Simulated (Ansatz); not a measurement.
**MoS2 with a defect (Se on an S site): a single-point run**

The task is a single point on MoS2 with a defect (Se on an S site) that gives the gradients at the nuclei.

Method: DFT, PBE, plane-wave PAW, default files, scalar-relativistic, in Ansatz 0.2.0.

## 1. The structure to begin with

It takes space group P1 (No. 1, triclinic). Conventional cell: a = 6.338 Å, b = 8.384 Å, c = 12.324 Å, α = 90.00°, β = 90.00°, γ = 100.89°. Mo (site symmetry 1) is surrounded by 6 S at 2.41 Å. Around Mo (site symmetry 1) lie 5 S at 2.41 Å and 1 Se at 2.41 Å. Only part of the 36 independent sites is listed.

Coordinates:

```
Mo Se S
1.0
     9.50700    0.00000    0.00000
    -3.16900    5.48887    0.00000
     0.00000    0.00000   12.32400
Mo Se S
12 1 23
Direct
  0.11111 0.33333 0.25000
  0.11111 0.83333 0.25000
  0.44444 0.33333 0.25000
  0.44444 0.83333 0.25000
  0.77778 0.33333 0.25000
  0.77778 0.83333 0.25000
  0.22222 0.16667 0.75000
  0.22222 0.66667 0.75000
  0.55556 0.16667 0.75000
  0.55556 0.66667 0.75000
  0.88889 0.16667 0.75000
  0.88889 0.66667 0.75000
  0.11111 0.33333 0.62300
  0.11111 0.83333 0.62300
  0.44444 0.33333 0.62300
  0.44444 0.83333 0.62300
  0.77778 0.33333 0.62300
  0.77778 0.83333 0.62300
  0.22222 0.16667 0.12300
  0.22222 0.66667 0.12300
  0.55556 0.16667 0.12300
  0.55556 0.66667 0.12300
  0.88889 0.16667 0.12300
  0.88889 0.66667 0.12300
  0.11111 0.33333 0.87700
  0.11111 0.83333 0.87700
  0.44444 0.33333 0.87700
  0.44444 0.83333 0.87700
  0.77778 0.33333 0.87700
  0.77778 0.83333 0.87700
  0.22222 0.16667 0.37700
  0.22222 0.66667 0.37700
  0.55556 0.16667 0.37700
  0.55556 0.66667 0.37700
  0.88889 0.16667 0.37700
  0.88889 0.66667 0.37700
```

## 2. The run

Contents of input.yaml:

```yaml
crystal:
  lattice:
    - [9.507, 0.0, 0.0]
    - [-3.169, 5.4888690092, 0.0]
    - [0.0, 0.0, 12.324]
  atoms:
    - { symbol: Mo, position: [0.1111111111, 0.3333333334, 0.25] }
    - { symbol: Mo, position: [0.1111111111, 0.8333333334, 0.25] }
    - { symbol: Mo, position: [0.4444444444, 0.3333333334, 0.25] }
    - { symbol: Mo, position: [0.4444444444, 0.8333333334, 0.25] }
    - { symbol: Mo, position: [0.7777777778, 0.3333333334, 0.25] }
    - { symbol: Mo, position: [0.7777777778, 0.8333333334, 0.25] }
    - { symbol: Mo, position: [0.2222222222, 0.1666666666, 0.75] }
    - { symbol: Mo, position: [0.2222222222, 0.6666666666, 0.75] }
    - { symbol: Mo, position: [0.5555555556, 0.1666666666, 0.75] }
    - { symbol: Mo, position: [0.5555555556, 0.6666666666, 0.75] }
    - { symbol: Mo, position: [0.8888888889, 0.1666666666, 0.75] }
    - { symbol: Mo, position: [0.8888888889, 0.6666666666, 0.75] }
    - { symbol: Se, position: [0.1111111111, 0.3333333334, 0.623] }
    - { symbol: S, position: [0.1111111111, 0.8333333334, 0.623] }
    - { symbol: S, position: [0.4444444444, 0.3333333334, 0.623] }
    - { symbol: S, position: [0.4444444444, 0.8333333334, 0.623] }
    - { symbol: S, position: [0.7777777778, 0.3333333334, 0.623] }
    - { symbol: S, position: [0.7777777778, 0.8333333334, 0.623] }
    - { symbol: S, position: [0.2222222222, 0.1666666666, 0.123] }
    - { symbol: S, position: [0.2222222222, 0.6666666666, 0.123] }
    - { symbol: S, position: [0.5555555556, 0.1666666666, 0.123] }
    - { symbol: S, position: [0.5555555556, 0.6666666666, 0.123] }
    - { symbol: S, position: [0.8888888889, 0.1666666666, 0.123] }
    - { symbol: S, position: [0.8888888889, 0.6666666666, 0.123] }
    - { symbol: S, position: [0.1111111111, 0.3333333334, 0.877] }
    - { symbol: S, position: [0.1111111111, 0.8333333334, 0.877] }
    - { symbol: S, position: [0.4444444444, 0.3333333334, 0.877] }
    - { symbol: S, position: [0.4444444444, 0.8333333334, 0.877] }
    - { symbol: S, position: [0.7777777778, 0.3333333334, 0.877] }
    - { symbol: S, position: [0.7777777778, 0.8333333334, 0.877] }
    - { symbol: S, position: [0.2222222222, 0.1666666666, 0.377] }
    - { symbol: S, position: [0.2222222222, 0.6666666666, 0.377] }
    - { symbol: S, position: [0.5555555556, 0.1666666666, 0.377] }
    - { symbol: S, position: [0.5555555556, 0.6666666666, 0.377] }
    - { symbol: S, position: [0.8888888889, 0.1666666666, 0.377] }
    - { symbol: S, position: [0.8888888889, 0.6666666666, 0.377] }
kpoints:
  mp_grid: { grid: [3, 4, 2] }
scf:
  occupations: { method: fermi_dirac, width: 0.01 }
  max_iter: 60
hamiltonian:
  xc: pbe
  pseudopotentials: { kind: paw }
output:
  forces: true
  stress: true
  populations: true
  efg:
    quadrupole_moments_barn: { Mo: -0.022, S: -0.0694 }
    contact_densities: true
basis:
  ecutwfc: "80 eV"
```

Started as:

```
> ansatz run input.yaml --threads 4 --pin off --max-ram 8192MiB --backend cpu --events-out ev --progress --plain --runs-dir out
```

Q: Will this input give a usable result? If not, why, and what should change?

This run ends as converged, with warnings (cutoff below recommended, gradients without spin orbit). It gives a largest force of 9.9 eV/Å, which is large; a structure far from rest gives such values too, whatever the setting.

The suspect setting: basis.ecutwfc is 80 eV. The basis cutoff is far too low: the plane waves can't represent the orbitals near the cores. The potentials' recommended cutoff is 420 eV.

The test: delete basis.ecutwfc (the default then holds).
